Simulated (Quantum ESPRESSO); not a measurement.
InTe2:

```
In Te
1.0
     5.22536    0.00000    0.00000
    -2.61268    4.52530    0.00000
     0.00000    0.00000    3.68613
In Te
1 2
Direct
  0.00000 0.00000 0.00000
  0.66667 0.33333 0.50000
  0.33333 0.66667 0.50000
```

The cell was built by a generator and needn't be a form met in nature.

| Item | Value |
| --- | --- |
| Program | Quantum ESPRESSO 7.5 |
| Task | phonons |
| Functional | PBE |
| Potentials or basis | GBRV 1.5 PBE |
| Cutoff | 762 eV |
| Density cutoff | 6095 eV |
| k mesh | 2 × 2 × 2, shifted |
| Occupations | fermi-dirac, width 0.05 eV |
| Spin | no spin polarisation |
| Mixing beta | 0.5 |
| Most SCF iterations | 120 |
| SCF threshold | 6e-10 Ry |

Task: What is the highest optical frequency at the zone centre?

Result: 138 cm⁻¹, a mode of symmetry E2g (Raman).

Optical modes at Γ, degenerate ones joined:
| cm⁻¹ | components | symmetry | active in |
| --- | --- | --- | --- |
| 72i | 1 | B1g | silent |
| 76 | 2 | E1u | IR |
| 79 | 1 | A2u | IR |
| 138 | 2 | E2g | Raman |

Caveat: the k mesh is coarse (spacing up to 0.85 Å⁻¹), so the values aren't converged; the mesh is thin for the phonons of a metal; some modes are imaginary; the cell is more than 3 GPa from zero pressure, which shifts response properties.
